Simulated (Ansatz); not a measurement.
# KNiTe3, relaxed

Aim: in KNiTe3, a known structure type filled with other elements, at an estimated volume, relax cell and atoms, then read levels, charges and fields where it ends.

Method: DFT, PBE, spin-orbit coupling, plane waves, PAW, in Ansatz 0.2.0.

## 1. The system as given

It takes space group Pm-3m (No. 221, cubic). Conventional cell: a = 4.775 Å, b = 4.775 Å, c = 4.775 Å, α = 90.00°, β = 90.00°, γ = 90.00°. Around K (site symmetry m-3m) lie 12 Te at 3.38 Å. Ni (site symmetry m-3m) is surrounded by 6 Te at 2.39 Å. Te (site symmetry 4/mmm) is surrounded by 2 Ni at 2.39 Å and 4 K at 3.38 Å and 8 Te at 3.38 Å.

As a file:

```xyz
5
Lattice="4.7745 0.0000 0.0000 0.0000 4.7745 0.0000 0.0000 0.0000 4.7745" Properties=species:S:1:pos:R:3 pbc="T T T"
K     2.3873    2.3873    2.3873
Ni    0.0000    0.0000    0.0000
Te    2.3873    0.0000    0.0000
Te    0.0000    2.3873    0.0000
Te    0.0000    0.0000    2.3873
```

The first density is read from a saved solution for the starting cell.

## 2. The walk to rest

The input, input.yaml:

```yaml
crystal:
  lattice:
    - [4.774521, 0.0, 0.0]
    - [0.0, 4.774521, 0.0]
    - [0.0, 0.0, 4.774521]
  atoms:
    - { symbol: K, position: [0.5, 0.5, 0.5] }
    - { symbol: Ni, position: [0.0, 0.0, 0.0] }
    - { symbol: Te, position: [0.5, 0.0, 0.0] }
    - { symbol: Te, position: [0.0, 0.5, 0.0] }
    - { symbol: Te, position: [0.0, 0.0, 0.5] }
  symmetry: { tolerance: 0.0003 }
kpoints:
  mp_grid: { grid: [6, 6, 6], shift: [0, 0, 0] }
magnetization:
  noncollinear: true
  spin_orbit: true
scf:
  occupations: { method: fermi_dirac }
  lower_state_search: "off"
hamiltonian:
  pseudopotentials: { kind: paw_fr }
  xc: pbe
basis:
  ecutwfc: 420
  fft_grid_basis: typed
relax:
  max_steps: 60
  cell: { p_target: 0.0 }
output:
  forces: true
  stress: true
  eigenvalues: true
  bader: true
  populations: true
  elf: true
  write_potential: true
  volumetric_format: npy
  dos:
    e_range: [-12, 8]
    de: 0.05
    projected: { site_lists: { K: [K], Ni: [Ni], Te: [Te] } }
    method: { smearing: { sigma: 0.1, scheme: gaussian } }
  write_density: true
checkpoint:
  read: saved_state
```

The run is started by

```bash
$ ansatz run input.yaml --threads 2 --pin off --max-ram 3584MiB --backend cpu --events-out ev --progress --plain --runs-dir out
```

Q: Predict the outcome of this session. Wanted: moves; energy gained; largest move; cell; volume; pressure at the end; character; Bader charges.

The runs gave:

| quantity | value |
| --- | --- |
| moves | 6 |
| energy gained | 417.7 meV/atom |
| largest move | 0.00 Å |
| space group (0.01 Å), before / after | Pm-3m / Pm-3m |
| cell | a = 5.269 Å, b = 5.269 Å, c = 5.269 Å, α = 90.00°, β = 90.00°, γ = 90.00° |
| volume | 29.25 Å³/atom (+34.4 %) |
| pressure at the end | 0.00 GPa |
| formation energy (elements from separate runs) | -0.20 eV/atom |
| character | metal |
| density of states, mean within 0.25 eV of the Fermi level | 4.1 per eV per cell |
| Bader charges | K +0.78, Ni +0.08, Te -0.29 e |

In words: The volume grew by 34.4 %, and the atoms end where they began within the cell; the energy fell by 417.7 meV per atom. With 48 symmetry operations imposed, the end may be a saddle point towards distortions that break them. It is a metal; within 0.25 eV of the Fermi level the density of states averages 4.1 per eV per cell, mostly Te p (78 %) and Ni d (17 %). By Bader's partition K gives up most (+0.78 e) and Te takes most (-0.29 e). Against the elements' reference phases (K bcc, Ni fcc, Te trigonal tellurium; separate runs with the same functional) the formation energy is -0.20 eV per atom, which says nothing yet of rival compounds.

Keep in mind: started without moments under time reversal, so no moment could form.
